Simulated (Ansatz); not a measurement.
# C2H11B2N: the cost of one run

Program: Ansatz 0.2.0. Level of theory: the levels named in each step. These are calculated values, not measurements.

**1. The structure to begin with**

Bond lengths (14 of 16 bonds, heavy atoms first): C1–N2 1.456 Å, N2–C3 1.456 Å, N2–B4 1.555 Å, N2–B6 1.553 Å, B4–H5 1.333 Å, H5–B6 1.339 Å, C1–H7 1.093 Å, C1–H8 1.086 Å, C1–H9 1.092 Å, C3–H10 1.086 Å, C3–H11 1.093 Å, C3–H12 1.094 Å, B4–H13 1.175 Å, B4–H14 1.183 Å. Angles (14 of 31 angles, heavy atoms first): C1–N2–C3 109.3°, C1–N2–B4 116.8°, C1–N2–B6 117.2°, C3–N2–B4 117.1°, C3–N2–B6 116.9°, B4–N2–B6 76.7°, N2–C1–H7 110.5°, N2–C1–H8 109.8°, N2–C1–H9 110.5°, N2–C3–H10 109.8°, N2–C3–H11 110.5°, N2–C3–H12 110.5°, N2–B4–H5 95.5°, N2–B4–H13 113.7°.

Structure file:

```xyz
16

C    -0.8284   -0.6608    1.0865
N    -0.0965    0.0209    0.0286
C    -0.9390    1.0595   -0.5469
B     1.3824    0.3948    0.3277
H     1.9089   -0.4280   -0.5792
B     0.7035   -0.8655   -0.9646
H    -1.1105    0.0439    1.8733
H    -0.2093   -1.4418    1.5188
H    -1.7342   -1.1240    0.6884
H    -0.3986    1.5790   -1.3332
H    -1.8479    0.6235   -0.9700
H    -1.2240    1.7886    0.2176
H     1.7571    0.0357    1.3823
H     1.6621    1.4956   -0.0032
H     0.6574   -2.0167   -0.7072
H     0.5625   -0.5591   -2.0905
```

**2. A rough first relaxation, PBE-D4/def2-SVP**

File input.yaml:

```yaml
crystal:
  periodic: [false, false, false]
  atoms:
    - { symbol: C, position_ang: [-0.82839, -0.6608, 1.08653] }
    - { symbol: "N", position_ang: [-0.09651, 0.02095, 0.02858] }
    - { symbol: C, position_ang: [-0.93899, 1.05955, -0.54689] }
    - { symbol: B, position_ang: [1.38244, 0.39483, 0.32768] }
    - { symbol: H, position_ang: [1.90887, -0.42799, -0.57916] }
    - { symbol: B, position_ang: [0.70353, -0.86545, -0.96459] }
    - { symbol: H, position_ang: [-1.11046, 0.04394, 1.87334] }
    - { symbol: H, position_ang: [-0.20934, -1.4418, 1.51879] }
    - { symbol: H, position_ang: [-1.73416, -1.12395, 0.68838] }
    - { symbol: H, position_ang: [-0.39861, 1.57896, -1.33316] }
    - { symbol: H, position_ang: [-1.84789, 0.6235, -0.97005] }
    - { symbol: H, position_ang: [-1.224, 1.78855, 0.21761] }
    - { symbol: H, position_ang: [1.75712, 0.03574, 1.38227] }
    - { symbol: H, position_ang: [1.66211, 1.4956, -0.00321] }
    - { symbol: H, position_ang: [0.65741, -2.01671, -0.70718] }
    - { symbol: H, position_ang: [0.56255, -0.55909, -2.09055] }
basis:
  gaussian: { orbitals: def2-SVP }
hamiltonian:
  xc: pbe
  dispersion: d4
relax:
  f_tol: 0.03
  max_steps: 200
```

Started as:

```sh
$ ansatz run input.yaml --threads 4 --pin off --max-ram 10240MiB --backend cpu --events-out ev --progress --plain --runs-dir out
```

Q: Estimate wall time and peak memory on 4 threads of Arm Neoverse V2, shared host.

About 6.3 s, with a peak of 0.17 GiB.
